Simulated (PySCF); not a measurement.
# One shape, several levels: C4H10Si (SMILES CC[SiH]1CC1)

Aim: a comparison of 6 runs (HF/STO-3G, HF/def2-SVPD, B3LYP/6-31G*, PBE0/6-31G*, PBE0/def2-SVP, PBE/6-311+G**) of C4H10Si. Input form: a Python script.

The calculation is run with PySCF 2.14.0.

### 1 Starting point

C4H10Si has 15 atoms, charge 0, and is taken as a singlet. SMILES: `CC[SiH]1CC1`. Geometry: relaxed at GFN2-xTB. This is one conformer, not always the lowest.

Bond lengths: C1–C2 1.526 Å, C2–Si3 1.896 Å, Si3–C4 1.882 Å, Si3–C5 1.883 Å, C4–C5 1.540 Å, C1–H6 1.089 Å, C1–H7 1.088 Å, C1–H8 1.088 Å, C2–H9 1.091 Å, C2–H10 1.092 Å, Si3–H11 1.457 Å, C4–H12 1.080 Å, C4–H13 1.081 Å, C5–H14 1.081 Å, C5–H15 1.080 Å. Some angles: C1–C2–Si3 112.8°, C2–Si3–C4 119.4°, C2–Si3–C5 119.7°, C4–Si3–C5 48.3°, Si3–C4–C5 65.9°, Si3–C5–C4 65.8°, C1–C2–H9 109.1°, C1–C2–H10 108.8°, Si3–C2–H9 109.8°, Si3–C2–H10 109.6°.

### 2 Energy and gradient at HF/STO-3G (run 1)

input.py

```python
import pyscf.grad
from pyscf import gto, scf

mol = gto.Mole()
mol.atom = '''
C     -0.171660    -1.797410     1.419210
C      0.751680    -1.023590     0.483010
Si    -0.194920    -0.026580    -0.822220
C      0.446250     1.667220    -1.335560
C     -0.789110     1.713820    -0.416990
H      0.403900    -2.371180     2.144340
H     -0.795940    -2.489960     0.858660
H     -0.824160    -1.117830     1.962520
H      1.380750    -0.355270     1.072770
H      1.423440    -1.727780    -0.011200
H     -0.960980    -0.803850    -1.787600
H      0.291690     2.024140    -2.343070
H      1.359350     2.065070    -0.915560
H     -0.629880     2.143240     0.562520
H     -1.690400     2.099960    -0.870830
'''
mol.spin = 0
mol.max_memory = 1860
mol.basis = 'sto-3g'
mol.verbose = 4
mol.build()

hf = scf.RHF(mol)
hf.conv_tol = 1e-10
hf.kernel()
if not hf.converged:
    hf = hf.newton().run(hf.mo_coeff, hf.mo_occ)

e_tot = hf.e_tot
print(f'total energy: {e_tot:.8f} hartree')
grad = hf.Gradients().kernel()
hf.analyze()
```

On the command line:

```sh
$ OMP_NUM_THREADS=1 python input.py
```

Log:

```text
PySCF version 2.14.0

[... 68 lines left out ...]
total energy: -441.02026613 hartree
[... 22 lines left out ...]
MO #3   energy= -11.0132723226641  occ= 2
[... 8 lines left out ...]
MO #12  energy= -0.805971557069979 occ= 2
[... 8 lines left out ...]
MO #21  energy= -0.447885325545193 occ= 2
[... 8 lines left out ...]
MO #30  energy= 0.685947455841044  occ= 0
[... 8 lines left out ...]
MO #39  energy= 0.866867758418123  occ= 0
[... 57 lines left out ...]
Dipole moment(X, Y, Z, Debye):  0.09573, -1.17619,  0.10427
```

It took 3.3 s on 1 thread of Intel Xeon at 2.70GHz, shared host; peak memory 0.12 GiB.

### 3 Energy and gradient at HF/def2-SVPD (run 2)

mol.xyz

```xyz
15

C     -0.171660    -1.797410     1.419210
C      0.751680    -1.023590     0.483010
Si    -0.194920    -0.026580    -0.822220
C      0.446250     1.667220    -1.335560
C     -0.789110     1.713820    -0.416990
H      0.403900    -2.371180     2.144340
H     -0.795940    -2.489960     0.858660
H     -0.824160    -1.117830     1.962520
H      1.380750    -0.355270     1.072770
H      1.423440    -1.727780    -0.011200
H     -0.960980    -0.803850    -1.787600
H      0.291690     2.024140    -2.343070
H      1.359350     2.065070    -0.915560
H     -0.629880     2.143240     0.562520
H     -1.690400     2.099960    -0.870830
```

job.py

```python
import pyscf.grad
from pyscf import gto, scf

mol = gto.Mole()
mol.atom = 'mol.xyz'
mol.charge = 0
mol.basis = 'def2-svpd'
mol.max_memory = 1860
mol.verbose = 3
mol.build()

calc0 = scf.RHF(mol)
calc0.conv_tol = 1e-10
calc0.kernel()
if not calc0.converged:
    calc0 = calc0.newton().run(calc0.mo_coeff, calc0.mo_occ)

etot = calc0.e_tot
print('E(%s) = %.9f' % ('HF', etot))
grad = calc0.Gradients().kernel()
calc0.analyze()
```

On the command line:

```sh
$ OMP_NUM_THREADS=1 python job.py
```

Log:

```text
converged SCF energy = -445.988243135761
[... 38 lines left out ...]
MO #29  energy= 0.14579462466894   occ= 0
[... 30 lines left out ...]
MO #60  energy= 0.450905215829066  occ= 0
[... 30 lines left out ...]
MO #91  energy= 0.672206060103951  occ= 0
[... 30 lines left out ...]
MO #122 energy= 1.29521459614293   occ= 0
[... 30 lines left out ...]
MO #153 energy= 2.28959463808966   occ= 0
[... 30 lines left out ...]
MO #184 energy= 3.58901586115511   occ= 0
[... 16 lines left out ...]
Dipole moment(X, Y, Z, Debye):  0.32363, -0.83123,  0.49907
```

Wall time 67 s (1 thread of Intel Xeon at 2.70GHz, shared host); peak memory 1.2 GiB.

### 4 Energy and gradient at B3LYP/6-31G(d) (spherical functions) (run 3)

mol.xyz is that of step 3.

input.py

```python
import pyscf.grad
from pyscf import gto, dft

mol = gto.M(
    atom='mol.xyz',
    basis='6-31g*',
    verbose=4,
    max_memory=1860,
)

myscf = dft.RKS(mol)
myscf.xc = 'b3lyp'
myscf.conv_tol = 1e-10
myscf.grids.level = 5
myscf.kernel()
if not myscf.converged:
    myscf = myscf.newton().run(myscf.mo_coeff, myscf.mo_occ)

e_final = myscf.e_tot
print('Final energy', e_final)
grad = myscf.Gradients().kernel()
myscf.analyze()
```

On the command line:

```sh
$ OMP_NUM_THREADS=1 python input.py
```

Log:

```text
PySCF version 2.14.0

[... 109 lines left out ...]
MO #4   energy= -10.1592652602939  occ= 2
[... 17 lines left out ...]
MO #22  energy= -0.309315067294739 occ= 2
[... 17 lines left out ...]
MO #40  energy= 0.28163654804582   occ= 0
[... 17 lines left out ...]
MO #58  energy= 0.842948981465559  occ= 0
[... 17 lines left out ...]
MO #76  energy= 1.56850373880224   occ= 0
[... 17 lines left out ...]
MO #94  energy= 2.62239820558317   occ= 0
[... 112 lines left out ...]
Dipole moment(X, Y, Z, Debye):  0.33787, -0.37627,  0.48443
```

It took 53 s on 1 thread of Intel Xeon at 2.70GHz, shared host; peak memory 0.97 GiB.

Runs 4 to 5 aren't shown in full; the table further down has their settings and results.

### 5 Energy and forces at PBE/6-311+G(d,p) (run 6)

run.py

```python
# CC[SiH]1CC1
import pyscf.grad
from pyscf import gto, dft

mol = gto.Mole()
mol.atom = '''
C     -0.324390    -3.396613     2.681918
C      1.420469    -1.934305     0.912757
Si    -0.368345    -0.050229    -1.553771
C      0.843290     3.150589    -2.523843
C     -1.491202     3.238650    -0.787997
H      0.763260    -4.480881     4.052215
H     -1.504109    -4.705342     1.622632
H     -1.557437    -2.112393     3.708625
H      2.609239    -0.671363     2.027241
H      2.689912    -3.265031    -0.021165
H     -1.815989    -1.519056    -3.378074
H      0.551214     3.825070    -4.427761
H      2.568799     3.902417    -1.730158
H     -1.190301     4.050137     1.063009
H     -3.194393     3.968349    -1.645630
'''
mol.unit = 'bohr'
mol.basis = '6-311+g**'
mol.max_memory = 1860
mol.charge = 0
mol.verbose = 3
mol.build()

mf = dft.RKS(mol)
mf.xc = 'pbe'
mf.grids.level = 5
mf.conv_tol = 1e-10
mf.kernel()
if not mf.converged:
    mf = mf.newton().run(mf.mo_coeff, mf.mo_occ)

energy = mf.e_tot
print(f'total energy: {energy:.8f} hartree')
grad = mf.Gradients().kernel()
mf.analyze()
```

On the command line:

```sh
$ OMP_NUM_THREADS=1 python run.py
```

Log:

```text
converged SCF energy = -447.571800968908
[... 37 lines left out ...]
MO #28  energy= 0.00683063620589194 occ= 0
[... 29 lines left out ...]
MO #58  energy= 0.26472826488604   occ= 0
[... 29 lines left out ...]
MO #88  energy= 0.749367378403827  occ= 0
[... 29 lines left out ...]
MO #118 energy= 1.62765463255148   occ= 0
[... 29 lines left out ...]
MO #148 energy= 2.54651333561167   occ= 0
[... 29 lines left out ...]
MO #178 energy= 140.498449569148   occ= 0
[... 16 lines left out ...]
Dipole moment(X, Y, Z, Debye):  0.35061, -0.46088,  0.50582
```

Wall time 2.2 min (1 thread of Intel Xeon at 2.70GHz, shared host); peak memory 2.5 GiB.

### 6 Overview of the runs

```csv
run,level,integration grid,energy (Eh),dipole moment (D),HOMO energy (eV),LUMO energy (eV),wall time
1,HF/STO-3G,–,-441.020266,1.18,-7.10,10.66,3.3 s
2,HF/def2-SVPD,–,-445.988243,1.02,-9.12,2.66,67 s
3,B3LYP/6-31G* (spherical functions),5,-447.900308,0.70,-6.12,1.01,53 s
4,PBE0/6-31G* (spherical functions),5,-447.560389,0.70,-6.37,1.20,57 s
5,PBE0/def2-SVP,5,-447.378578,0.80,-6.54,1.07,70 s
6,PBE/6-311+G**,5,-447.571801,0.77,-5.48,-0.47,2.2 min
```

### 7 Results

```
                       quantity          value
            run 6: total energy  -447.57180 Eh
           run 6: dipole moment         0.77 D
             run 6: HOMO energy       -5.48 eV
             run 6: LUMO energy       -0.47 eV
           run 6: HOMO–LUMO gap        5.01 eV
run 6: largest force on an atom     1.180 eV/Å
```

In words: The dipole moment (its size) runs from 0.70 D (B3LYP/6-31G*) to 1.18 D (HF/STO-3G). The two ends differ in method and basis. The HOMO–LUMO gap runs from 5.01 eV (PBE/6-311+G**) to 17.76 eV (HF/STO-3G). Totals of different functionals can't be ranked against each other. In run 1 the basis is minimal, so the values are rough. All runs together took 6.4 min, the longest 2.2 min.
